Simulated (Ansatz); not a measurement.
# Al2Cu: the cost of one run

Computed with Ansatz 0.2.0 (DFT PBEsol, scalar-relativistic, plane waves, PAW).

1 further run of the same task is left out (set aside as unsound or not needed).

## 1. The system as given

Symmetry: Fm-3m, No. 225, cubic system. The conventional cell has a = 5.783 Å, b = 5.783 Å, c = 5.783 Å, α = 90.00°, β = 90.00°, γ = 90.00°. Al (site symmetry -43m) has 4 Cu at 2.50 Å as nearest neighbours. Cu (site symmetry m-3m) is surrounded by 8 Al at 2.50 Å.

Coordinates:

```xyz
3
Lattice="-2.0446 2.0446 2.8912 2.0446 -2.0446 2.8912 2.0446 2.0446 -2.8912" Properties=species:S:1:pos:R:3 pbc="T T T"
Al    0.0000    2.0446    1.4456
Al    2.0446    0.0000    1.4456
Cu    0.0000    0.0000    2.8912
```

It goes back to an entry of the Materials Project, which need not be the stable form.

This cell was relaxed beforehand with the same method: volume 16.12 Å³/atom, gap on the mesh none (metal).

## 2. Relaxing with PBEsol

Input file input.yaml:

```yaml
crystal:
  lattice:
    - [-2.0446280084, 2.0446280084, 2.8912313631]
    - [2.0446280084, -2.0446280084, 2.8912313631]
    - [2.0446280084, 2.0446280084, -2.8912313631]
  atoms:
    - { symbol: Al, position: [0.75, 0.25, 0.5] }
    - { symbol: Al, position: [0.25, 0.75, 0.5] }
    - { symbol: Cu, position: [0.5, 0.5, 0.0] }
basis:
  ecutwfc: 420
kpoints:
  mp_grid: { grid: [14, 14, 14] }
hamiltonian:
  xc: pbesol
scf:
  occupations: { method: gaussian, width: 0.1 }
output:
  forces: true
  stress: true
  eigenvalues: true
relax:
  adjacent_minimum: "off"
  f_tol: 0.005
  max_steps: 50
  cell: { stress_tol: 0.05 }
```

Started as:

```sh
> ansatz run input.yaml --threads 1 --pin off --max-ram 2560MiB --backend cpu --events-out ev --progress --plain --runs-dir out
```

**Question.** How long does this run take on 1 thread of Intel Xeon Platinum 8488C (Sapphire Rapids), shared host, and how much memory does it need?

About 35 s, with a peak of 0.54 GiB.
